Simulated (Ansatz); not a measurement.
**C₂H₃F₂NSi: one species, many methods**

An exercise on one series of results from a longer session: the logs are not shown, and one member is left open.

Program: Ansatz 0.2.0, Gaussian basis. Level of theory: functionals in def2-TZVPP, the program's frozen cores in correlated methods. These are calculated values, not measurements.

Levels to be run: LDA (SPW92), PBE-D4, revPBE-D4, BLYP-D4, r2SCAN-D4, B97M-V, PBE0-D4, B3LYP-D4, r2SCANh-D4, r2SCAN0-D4, HSE06-D4, BHLYP-D4, CAM-B3LYP-D4, LC-ωPBE, ωB97X-V, ωB97M-V, B2PLYP, PBE-QIDH; CCSD(T)/def2-SVP; CCSD(T)/def2-TZVPP; MP2/def2-QZVPP; extrapolation to the limit; RPA on PBE.

## The relaxed structure

An earlier PBE0-D4 in a triple-zeta def2 set relaxation fixed the geometry.

SMILES `C[Si](F)(F)C#N`, 9 atoms, charge 0, spin multiplicity 1.

Atoms are counted from 1 here; the program's logs count them from 0.

Bond lengths: C1–Si2 1.827 Å, C1–H7 1.092 Å, C1–H8 1.092 Å, C1–H9 1.093 Å, Si2–F3 1.579 Å, Si2–F4 1.579 Å, Si2–C5 1.845 Å, C5–N6 1.151 Å. Angles: Si2–C1–H7 110.5°, Si2–C1–H8 110.4°, Si2–C1–H9 110.4°, H7–C1–H8 108.4°, H7–C1–H9 108.5°, H8–C1–H9 108.5°, C1–Si2–F3 112.0°, C1–Si2–F4 112.0°, C1–Si2–C5 112.0°, F3–Si2–F4 107.8°, F3–Si2–C5 106.4°, F4–Si2–C5 106.4°, Si2–C5–N6 176.9°.

Set-up of the first run:

in.yaml

```yaml
crystal:
  periodic: [false, false, false]
  atoms:
    - {symbol: C, position_ang: [-0.467193, -0.914370, 0.730812]}
    - {symbol: Si, position_ang: [0.507257, 0.026012, -0.496243]}
    - {symbol: F, position_ang: [2.052575, -0.004849, -0.173328]}
    - {symbol: F, position_ang: [0.309371, -0.530535, -1.960599]}
    - {symbol: C, position_ang: [0.021638, 1.805511, -0.545842]}
    - {symbol: N, position_ang: [-0.323444, 2.903376, -0.532375]}
    - {symbol: H, position_ang: [-0.319773, -0.502887, 1.731734]}
    - {symbol: H, position_ang: [-1.531629, -0.865698, 0.491034]}
    - {symbol: H, position_ang: [-0.160302, -1.962861, 0.737708]}
basis:
  gaussian: {orbitals: def2-TZVPP}
hamiltonian: {xc: lda}
output: {orbitals: {seedname: orbitals}}
```

Run with:

```
> ansatz run in.yaml --threads 4 --pin off --events-out ev --progress --plain --max-ram 10444MiB
```

Steps of the session up to this table: LDA; PBE-D4 (GGA); revPBE-D4 (GGA); BLYP-D4 (GGA); r2SCAN-D4 (meta-GGA); B97M-V (meta-GGA); PBE0-D4 (hybrid); B3LYP-D4 (hybrid); r2SCANh-D4 (hybrid); r2SCAN0-D4 (hybrid); HSE06-D4 (hybrid); BHLYP-D4 (hybrid); CAM-B3LYP-D4 (range-separated); LC-ωPBE (range-separated); ωB97X-V (range-separated); ωB97M-V (range-separated); B2PLYP (double hybrid); PBE-QIDH (double hybrid).

One table of the session follows, with a row left open; its other results are not shown here.

It belongs to the step «Orbital energies across the functionals». 

```
  functional  HOMO (eV)  gap (eV)
 LDA (SPW92)      -8.83      6.62
      PBE-D4      -8.69      6.76
   revPBE-D4      -8.62      6.81
     BLYP-D4      -8.61      6.83
   r2SCAN-D4      -9.10      7.40
      B97M-V      -9.17      7.54
     PBE0-D4     -10.28      9.36
    B3LYP-D4     -10.03      8.87
  r2SCANh-D4      -9.69      8.35
  r2SCAN0-D4     -10.50      9.71
    HSE06-D4          ?         ?
    BHLYP-D4     -11.56     11.73
CAM-B3LYP-D4     -11.74     11.97
     LC-ωPBE     -13.16     14.62
     ωB97X-V     -12.74     14.11
     ωB97M-V     -12.60     13.83
```

Q: Estimate the row for HSE06-D4 from the others.

As computed: HOMO (eV): -9.87; gap (eV): 8.57. In the column «HOMO (eV)» it lies between B3LYP-D4 (-10.03) and r2SCANh-D4 (-9.69).
